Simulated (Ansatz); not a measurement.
**CH5GaO: one species, many methods**

One table from this session's results is given with a row withheld; the runs are named, their logs left out.

The runs use Ansatz 0.2.0, Gaussian basis; functionals in def2-TZVPP, the program's frozen cores in correlated methods.

The runs, in order: LDA (SPW92), PBE-D4, revPBE-D4, BLYP-D4, r2SCAN-D4, B97M-V, PBE0-D4, B3LYP-D4, r2SCANh-D4, r2SCAN0-D4, HSE06-D4, BHLYP-D4, CAM-B3LYP-D4, LC-ωPBE, ωB97X-V, ωB97M-V, B2PLYP, PBE-QIDH; CCSD(T)/def2-SVP; CCSD(T)/def2-TZVPP; MP2/def2-QZVPP; extrapolation to the limit; RPA on PBE.

1 further run of the same task is left out (it didn't finish).

### Structure used throughout

The geometry comes from an earlier relaxation with PBE0-D4 in a triple-zeta def2 set; it is a stationary point, not always the lowest conformer.

8 atoms, charge 0, spin multiplicity 1.

Atoms are counted from 1 here; the program's logs count them from 0.

Bond lengths: C1–O2 1.402 Å, C1–H4 1.096 Å, C1–H5 1.099 Å, C1–H6 1.096 Å, O2–Ga3 1.782 Å, Ga3–H7 1.565 Å, Ga3–H8 1.555 Å. Angles: O2–C1–H4 110.0°, O2–C1–H5 113.2°, O2–C1–H6 110.0°, H4–C1–H5 107.9°, H4–C1–H6 107.8°, H5–C1–H6 107.8°, C1–O2–Ga3 123.8°, O2–Ga3–H7 115.8°, O2–Ga3–H8 113.9°, H7–Ga3–H8 130.3°.

Set-up of the first run:

File in.yaml:

```yaml
crystal:
  periodic: [false, false, false]
  atoms:
    - {symbol: C, position_ang: [-0.616819, 0.972605, -0.422929]}
    - {symbol: O, position_ang: [-0.705312, -0.273480, 0.213474]}
    - {symbol: Ga, position_ang: [0.703199, -1.302017, 0.579339]}
    - {symbol: H, position_ang: [-1.200233, 0.961968, -1.350575]}
    - {symbol: H, position_ang: [0.414198, 1.256192, -0.676621]}
    - {symbol: H, position_ang: [-1.030618, 1.754232, 0.224267]}
    - {symbol: H, position_ang: [2.093907, -0.732803, 0.142916]}
    - {symbol: H, position_ang: [0.341689, -2.636697, 1.290139]}
basis:
  gaussian: {orbitals: def2-TZVPP}
hamiltonian: {xc: lda}
output: {orbitals: {seedname: orbitals}}
```

Among the steps run: LDA; PBE-D4 (GGA); revPBE-D4 (GGA); BLYP-D4 (GGA); r2SCAN-D4 (meta-GGA); B97M-V (meta-GGA); PBE0-D4 (hybrid); B3LYP-D4 (hybrid); r2SCANh-D4 (hybrid); r2SCAN0-D4 (hybrid); HSE06-D4 (hybrid); BHLYP-D4 (hybrid); CAM-B3LYP-D4 (range-separated); LC-ωPBE (range-separated); ωB97X-V (range-separated); ωB97M-V (range-separated); B2PLYP (double hybrid); PBE-QIDH (double hybrid).

One table of the session follows, with a row left open; its other results are not shown here.

It belongs to the step «Orbital energies across the functionals». 

| functional | HOMO (eV) | gap (eV) |
| --- | --- | --- |
| LDA (SPW92) | -6.59 | 4.35 |
| PBE-D4 | -6.43 | 4.44 |
| revPBE-D4 | -6.37 | 4.48 |
| BLYP-D4 | -6.35 | 4.40 |
| r2SCAN-D4 | -6.70 | 4.99 |
| B97M-V | -6.82 | 4.86 |
| PBE0-D4 | -7.85 | 6.64 |
| B3LYP-D4 | ? | ? |
| r2SCANh-D4 | -7.24 | 5.81 |
| r2SCAN0-D4 | -8.06 | 7.03 |
| HSE06-D4 | -7.45 | 5.87 |
| BHLYP-D4 | -9.28 | 8.77 |
| CAM-B3LYP-D4 | -9.31 | 8.97 |
| LC-ωPBE | -10.65 | 11.52 |
| ωB97X-V | -10.32 | 11.03 |
| ωB97M-V | -10.25 | 10.72 |

**Question.** Estimate the row for B3LYP-D4.

Worked estimate for «HOMO (eV)». Against the share of exact exchange, BLYP-D4 (0, -6.35), BHLYP-D4 (0.5, -9.28) give a slope of -5.86 per unit share; at 0.2 the line stands at -7.52.

**Answer.** HOMO (eV): -7.64; gap (eV): 6.14. In «HOMO (eV)» the line misses by +0.12.
